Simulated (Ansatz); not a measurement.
# P: the cost of one run

Method: DFT PBEsol, scalar-relativistic, in Ansatz 0.2.0.

## 1. The structure to begin with

It takes space group P4/mmm (No. 123, tetragonal). Conventional cell: a = 4.273 Å, b = 4.273 Å, c = 4.378 Å, α = 90.00°, β = 90.00°, γ = 90.00°. Around P (site symmetry 4/mmm) lie 6 P at 4.27 to 4.38 Å.

Coordinates:

```
CELL_PARAMETERS angstrom
4.27290 0.00000 0.00000
0.00000 4.27290 0.00000
0.00000 0.00000 4.37800
ATOMIC_POSITIONS crystal
P 0.00000 0.00000 0.00000
```

## 2. Volume × 0.94, LAPW

Contents of input.yaml:

```yaml
crystal:
  lattice:
    - [4.1856782422, 0.0, 0.0]
    - [0.0, 4.1856782422, 0.0]
    - [0.0, 0.0, 4.288627984]
  atoms:
    - { symbol: P, position: [0.0, 0.0, 0.0] }
kpoints:
  mp_grid: { grid: [10, 10, 9] }
  band_path:
    path:
      - [0.0, 0.0, 0.0]
      - [0.0, 0.5, 0.0]
      - [0.5, 0.5, 0.0]
      - [0.0, 0.0, 0.0]
      - [0.0, 0.0, 0.5]
      - [0.0, 0.5, 0.5]
      - [0.5, 0.5, 0.5]
      - [0.0, 0.0, 0.5]
      - [0.0, 0.5, 0.0]
    npoints: 5
scf:
  occupations: { method: fermi_dirac, width: 0.08 }
hamiltonian:
  xc: pbesol
  pseudopotentials: { kind: all_electron, lapw: { basis_error: 0.00025 } }
output:
  forces: true
  stress: true
  eigenvalues: true
```

Command:

```bash
$ ansatz run input.yaml --threads 1 --pin off --max-ram 3072MiB --backend cpu --events-out ev --progress --plain --runs-dir out
```

**Question.** How long does this run take on 1 thread of Intel Xeon Platinum 8488C (Sapphire Rapids), shared host, and how much memory does it need?

About 4.4 s, with a peak of 0.27 GiB.
